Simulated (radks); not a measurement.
# Ho⁶²⁺ in [He] 2s2 2p1: an all-electron calculation

One table from this session's results is given with a row withheld; the runs are named, their logs left out.

Program: radks (a radial shooting solver on a logarithmic mesh, Libxc functionals) version 1. Level of theory: scalar-relativistic Kohn-Sham, MS2 meta-GGA, spin-polarised, spherical densities, finite nucleus; open shells are filled with parallel spins first. These are calculated values, not measurements, unless marked.

## The system

```
element            : holmium (Z = 67)
charge             : +62
electrons          : 5
configuration      : [He] 2s2 2p1
nuclear rms radius : 5.2022 fm
```

The outer shells:

Ho⁶²⁺
```
[He] core
2s [↑↓]
2p [↑ ][  ][  ]
```

The first run:

Input:

```text
Z 67
configuration [He] 2s2 2p1
relativity scalar-relativistic
functional ms2,regtpss
spin polarised
nucleus finite rms 5.2022 fm
c 137.035999084
```

Launch:

```sh
> python run_ks.py task.json out
```

The same process makes all the runs of this session.

One table of the session follows, with a row left open; its other results are not shown here.

It belongs to the step «Orbitals and density». Radial moments (bohr):

```
  level      <r>  outermost maximum (interpolated)  90 % within
  1s up  0.02066                            0.0131       0.0374
1s down  0.02066                            0.0131       0.0374
  2s up  0.08440                            0.0726        0.130
2s down        ?                                 ?            ?
  2p up  0.07397                            0.0584        0.119
2p down  0.07409                            0.0585        0.120
```

Estimate the missing values for 2s down.

The run gave: <r>: 0.08453; outermost maximum (interpolated): 0.0727; 90 % within: 0.130. In the column «<r>» it is the highest.

Caveats from the session: Open shells are spherical and high-spin; term and fine-structure splittings are not resolved.
